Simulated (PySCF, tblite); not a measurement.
**C₃H₉Cl₃SSi₂: geometry, infrared bands and NMR shifts**

Aim: predict the infrared bands and NMR shifts of C₃H₉Cl₃SSi₂ (`CC[Si@@H](S[SiH3])C(Cl)(Cl)Cl`).

Computed with tblite 0.8.0 and PySCF 2.14.0, with density-fitted response routines of our own, on a single molecule in the gas phase. Atoms count from 0, in the outputs and in this text.

## 1. Starting geometry

18 atoms, charge 0, multiplicity 1; geometry from: force field or distance geometry start.

Bonds of the start (Å): C0–C1 1.53, C1–Si2 1.91, Si2–S3 2.16, S3–Si4 2.15, Si2–C5 1.86, C5–Cl6 1.78, C5–Cl7 1.80, C5–Cl8 1.78, C0–H9 1.08, C0–H10 1.09, C0–H11 1.11, C1–H12 1.10, C1–H13 1.09, Si2–H14 1.48, Si4–H15 1.48, Si4–H16 1.48, Si4–H17 1.49.

## 2. Relaxing the molecule with GFN2-xTB

What the job is given:

```
{"job": {"kind": "relax", "xc": "GFN2-xTB", "basis": "xTB"}, "charge": 0, "multiplicity": 1}
C     -2.093800    -1.449600    -0.172100
C     -1.733100     0.006500    -0.468800
Si     0.026600     0.510300     0.067400
S      1.380600    -0.628900    -1.179400
Si     2.741900    -1.178100     0.393200
C      0.260500     2.349800    -0.081600
Cl    -0.028900     2.886900    -1.756700
Cl     1.927600     2.799700     0.411000
Cl    -0.884600     3.170600     1.011800
H     -1.462600    -2.147200    -0.710200
H     -2.026700    -1.676600     0.895700
H     -3.139400    -1.639200    -0.478600
H     -2.448900     0.651700     0.068800
H     -1.842500     0.194200    -1.534000
H      0.169500     0.071400     1.477800
H      3.239000     0.047500     1.068000
H      2.032000    -2.032300     1.365500
H      3.873900    -1.930500    -0.209400
```

The run is started by

```console
> OMP_NUM_THREADS=1 python probes_run.py task.json out
```

The driver reads the jobs from task.json and runs them one after another.

**Question.** This job is followed by: GFN2-xTB harmonic vibrations, gas phase; GIAO PBE0/pcSseg-1 NMR shielding, non-relativistic, gas phase. Predict these results of the whole session: strongest single infrared mode (GFN2-xTB); zero-point energy (GFN2-xTB); 13C shifts against TMS (PBE0/pcSseg-1); 1H shifts against TMS (PBE0/pcSseg-1, means over atoms taken as alike); 29Si shifts against TMS (PBE0/pcSseg-1); 33S shifts against CS2 (PBE0/pcSseg-1); 35Cl shifts against HCl (PBE0/pcSseg-1, means over atoms taken as alike).

As calculated:

```
                                                                quantity                             value
                               strongest single infrared mode (GFN2-xTB)             2345 cm⁻¹, 321 km/mol
                                            zero-point energy (GFN2-xTB)                     68.4 kcal/mol
                                  13C shifts against TMS (PBE0/pcSseg-1)              114.6, 11.2, 8.5 ppm
  1H shifts against TMS (PBE0/pcSseg-1, means over atoms taken as alike)  5.04, 4.90, 1.38, 1.19, 1.19 ppm
                                 29Si shifts against TMS (PBE0/pcSseg-1)                   14.0, -53.4 ppm
                                  33S shifts against CS2 (PBE0/pcSseg-1)                          -307 ppm
35Cl shifts against HCl (PBE0/pcSseg-1, means over atoms taken as alike)                           424 ppm
```

What this shows: Over 185 steps the energy fell by 0.304 eV; of the close pairs, Si2–C5 changed most, 1.860 to 1.948 Å. All 48 modes are real, so the xTB geometry is a minimum. The strongest single mode, at 2345 cm⁻¹, moves mainly H17 and H15. GFN2-xTB is a fitted tight-binding method: band positions and strengths are rough. Its intensities can rank the bands wrongly. C5 stands next to heavy halogen, whose spin-orbit shielding this run leaves out, so the computed shift lies too far downfield, most of all for carbon beside Br or I. At PBE0/pcSseg-1: The widest tensor belongs to Cl6, Cl7, Cl8: span 733 ppm, with a paramagnetic part of -621 ppm.
